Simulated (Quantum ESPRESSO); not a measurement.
MoSe3:

```
Mo Se
1.0
     4.38954    0.00000    0.00000
     0.00000    4.38954    0.00000
     0.00000    0.00000    4.41303
Mo Se
1 3
Cartesian
  0.0000 0.0000 0.0000
  0.0000 2.1948 2.2065
  2.1948 0.0000 2.2065
  2.1948 2.1948 0.0000
```

The cell was built by a generator and needn't be a form met in nature.

| Quantity | Value |
| --- | --- |
| Program | Quantum ESPRESSO 7.5 |
| Task | phonons |
| Functional | PBE |
| Potentials or basis | GBRV 1.5 PBE |
| Cutoff | 612 eV |
| Density cutoff | 4898 eV |
| k mesh | 2 × 2 × 2, shifted |
| Occupations | fermi-dirac, width 0.05 eV |
| Spin | no spin polarisation |
| Mixing beta | 0.5 |
| Most SCF iterations | 120 |
| SCF threshold | 8e-10 Ry |

Task: Which optical modes does the crystal have at the zone centre, and which show in infrared and Raman spectra?

Result: The optical modes are 3Eu + 2A2u + B2u. Infrared active: 3Eu + 2A2u. None is Raman active.

Optical modes at Γ, degenerate ones joined:
| cm⁻¹ | components | symmetry | active in |
| --- | --- | --- | --- |
| 329i | 2 | Eu | IR |
| 320i | 1 | A2u | IR |
| 311i | 2 | Eu | IR |
| 311i | 1 | B2u | silent |
| 87i | 2 | Eu | IR |
| 74i | 1 | A2u | IR |

Caveat: the k mesh is coarse (spacing up to 0.72 Å⁻¹), so the values aren't converged; the mesh is thin for the phonons of a metal; some modes are imaginary; the cell is more than 3 GPa from zero pressure, which shifts response properties.
